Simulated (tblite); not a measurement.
# C4H13BOSi: the cost of one run

Programs: PySCF 2.14.0 with density-fitted response routines of our own, and tblite 0.8.0. All values are computed, except where a source is named. Atoms count from 0 throughout.

### Step 1. The molecule as given

20 atoms, charge 0, multiplicity 1; geometry from: force field or distance geometry start.

Bonds of the start (Å): B0–H7 1.19, B0–H8 1.20, B0–H9 1.18, B0–O1 1.51, C2–H10 1.11, C2–H11 1.12, C2–H12 1.12, C3–H13 1.12, C3–H14 1.11, C3–Si4 1.88, C5–C6 1.34, C5–H17 1.09, C6–H18 1.08, C6–H19 1.09, O1–C2 1.41, O1–C3 1.44, Si4–C5 1.86, Si4–H15 1.47, Si4–H16 1.47.

### Step 2. GFN2-xTB relaxation, start minimum

The job: settings as JSON, then the geometry in Å.

```
{"job": {"xc": "GFN2-xTB", "basis": "xTB", "kind": "relax"}, "charge": 0, "multiplicity": 1}
B     -1.844800    -1.160800     0.318300
O     -0.992900     0.031000    -0.035300
C     -1.820800     1.148900    -0.248500
C     -0.089900     0.327900     1.040700
Si     1.490900    -0.688700     0.901000
C      2.168700    -0.505700    -0.816100
C      2.510700     0.693900    -1.301300
H     -2.553800    -1.426500    -0.598600
H     -2.529800    -0.947700     1.279700
H     -1.186500    -2.120800     0.536400
H     -1.228000     2.013700    -0.610300
H     -2.388800     1.461300     0.667100
H     -2.565200     0.953600    -1.059500
H     -0.529900     0.171800     2.059700
H      0.262600     1.385000     1.014100
H      1.215800    -2.105300     1.171900
H      2.477600    -0.195400     1.873400
H      2.294700    -1.396700    -1.427500
H      2.905800     0.779200    -2.298000
H      2.398500     1.591900    -0.694500
```

The run is started by

```sh
OMP_NUM_THREADS=1 python ens_run.py task.json out
```

One launch serves the whole session.

**Question.** How long does this first job take on 1 thread of Arm Neoverse V1, shared host?

About 2 s.
